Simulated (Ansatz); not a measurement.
**C3H4Se: up Jacob's ladder to CCSD(T)**

How much do the methods differ for C3H4Se? The plan is to run it at one geometry with functionals of several rungs and with coupled cluster, and see how far each lands from CCSD(T) at the basis-set limit for the atomisation energy.

Method: functionals in def2-TZVPP, the program's frozen cores in correlated methods; program: Ansatz 0.2.0, Gaussian basis.

Levels to be run: LDA (SPW92), PBE-D4, revPBE-D4, BLYP-D4, r2SCAN-D4, B97M-V, PBE0-D4, B3LYP-D4, r2SCANh-D4, r2SCAN0-D4, HSE06-D4, BHLYP-D4, CAM-B3LYP-D4, LC-ωPBE, ωB97X-V, ωB97M-V, B2PLYP, PBE-QIDH; CCSD(T)/def2-SVP; CCSD(T)/def2-TZVPP; MP2/def2-QZVPP; extrapolation to the limit; RPA on PBE.

### Step 1. Structure used throughout

An earlier PBE0-D4 in a triple-zeta def2 set relaxation fixed the geometry.

SMILES `C=CC=[Se]`, 8 atoms, charge 0, spin multiplicity 1.

Atoms are counted from 1 here; the program's logs count them from 0.

Bond lengths: C1–C2 1.336 Å, C1–H5 1.085 Å, C1–H6 1.083 Å, C2–C3 1.446 Å, C2–H7 1.087 Å, C3–Se4 1.765 Å, C3–H8 1.089 Å. Angles: C2–C1–H5 120.6°, C2–C1–H6 121.1°, H5–C1–H6 118.2°, C1–C2–C3 125.2°, C1–C2–H7 119.1°, C3–C2–H7 115.7°, C2–C3–Se4 128.1°, C2–C3–H8 114.7°, Se4–C3–H8 117.2°.

### Step 2. LDA

This LDA is Slater exchange with PW92 correlation.

in.yaml

```yaml
crystal:
  periodic: [false, false, false]
  atoms:
    - {symbol: C, position_ang: [-0.057907, 1.240879, 0.093746]}
    - {symbol: C, position_ang: [0.408080, 0.019238, 0.368539]}
    - {symbol: C, position_ang: [-0.062848, -1.207382, -0.236293]}
    - {symbol: Se, position_ang: [-1.328389, -1.405822, -1.450011]}
    - {symbol: H, position_ang: [-0.851816, 1.379226, -0.632803]}
    - {symbol: H, position_ang: [0.343697, 2.117204, 0.587142]}
    - {symbol: H, position_ang: [1.204037, -0.091435, 1.100663]}
    - {symbol: H, position_ang: [0.437246, -2.108909, 0.113117]}
basis:
  gaussian: {orbitals: def2-TZVPP}
hamiltonian: {xc: lda}
output: {orbitals: {seedname: orbitals}}
```

The run is started by

```
$ ansatz run in.yaml --threads 2 --pin off --events-out ev --progress --plain --max-ram 4352MiB
```

Further steps of the session: PBE-D4 (GGA); revPBE-D4 (GGA); BLYP-D4 (GGA); r2SCAN-D4 (meta-GGA); B97M-V (meta-GGA); B3LYP-D4 (hybrid); r2SCANh-D4 (hybrid); r2SCAN0-D4 (hybrid); HSE06-D4 (hybrid); BHLYP-D4 (hybrid); CAM-B3LYP-D4 (range-separated); LC-ωPBE (range-separated); ωB97X-V (range-separated); ωB97M-V (range-separated); B2PLYP (double hybrid); PBE-QIDH (double hybrid); CCSD(T) in def2-SVP; CCSD(T) in def2-TZVPP; MP2 in def2-QZVPP; RPA on PBE orbitals.

Before running them: what should the planned runs give, taken together? Wanted: atomisation energy, CCSD(T)/CBS; farthest beyond LDA; mean size of error, GGA; mean size of error, meta-GGA; mean size of error, hybrid; mean size of error, range-separated; mean size of error, double hybrid; gap, smallest and largest; T1 diagnostic.

As calculated:

| quantity | value |
| --- | --- |
| atomisation energy, CCSD(T)/CBS | 3168.4 kJ/mol |
| functionals within 31.7 kJ/mol (1.0 %) | revPBE-D4, BLYP-D4, r2SCAN-D4, B97M-V, PBE0-D4, B3LYP-D4, r2SCANh-D4, HSE06-D4, CAM-B3LYP-D4, ωB97X-V, ωB97M-V, B2PLYP, PBE-QIDH |
| farthest beyond LDA | BHLYP-D4 (-112.7 kJ/mol) |
| mean size of error, GGA | 51.0 kJ/mol |
| mean size of error, meta-GGA | 10.0 kJ/mol |
| mean size of error, hybrid | 39.1 kJ/mol |
| mean size of error, range-separated | 20.8 kJ/mol |
| mean size of error, double hybrid | 19.9 kJ/mol |
| gap, smallest and largest | 1.19 eV (LDA (SPW92)), 7.93 eV (LC-ωPBE) |
| T1 diagnostic | 0.0176 |
| triples share of the correlation energy | 4.7 % |

In words: The LDA atomisation energy is off by 496.2 kJ/mol (16 %): it overbinds. PBE-D4 misses by +108.1 kJ/mol. Double hybrids carry the basis error of their MP2 part in triple zeta, and no dispersion term here, so their miss is partly the set-up's. The rungs meta-GGA, double hybrid, range-separated miss on average by less than the doubt on the reference (31.7 kJ/mol), so they tie. Misses under about 31.7 kJ/mol are within the doubt on the reference itself, which lacks core-valence correlation, relativity and higher excitations, and its outer-core shells are covered unevenly. All levels share the lack of spin-orbit coupling, which lowers the free heavy atoms and so the true binding. Hartree-Fock recovers 71 % of the binding; the rest is correlation. CCSD(T) in def2-SVP is off by -145.5 kJ/mol, worse than the median functional, from the basis alone. Orbital gaps span 1.2 to 7.9 eV; exact exchange widens them. The restricted reference is unstable towards a spin-broken one. Correlated methods include outer-core shells of Se, which these sets cover unevenly.
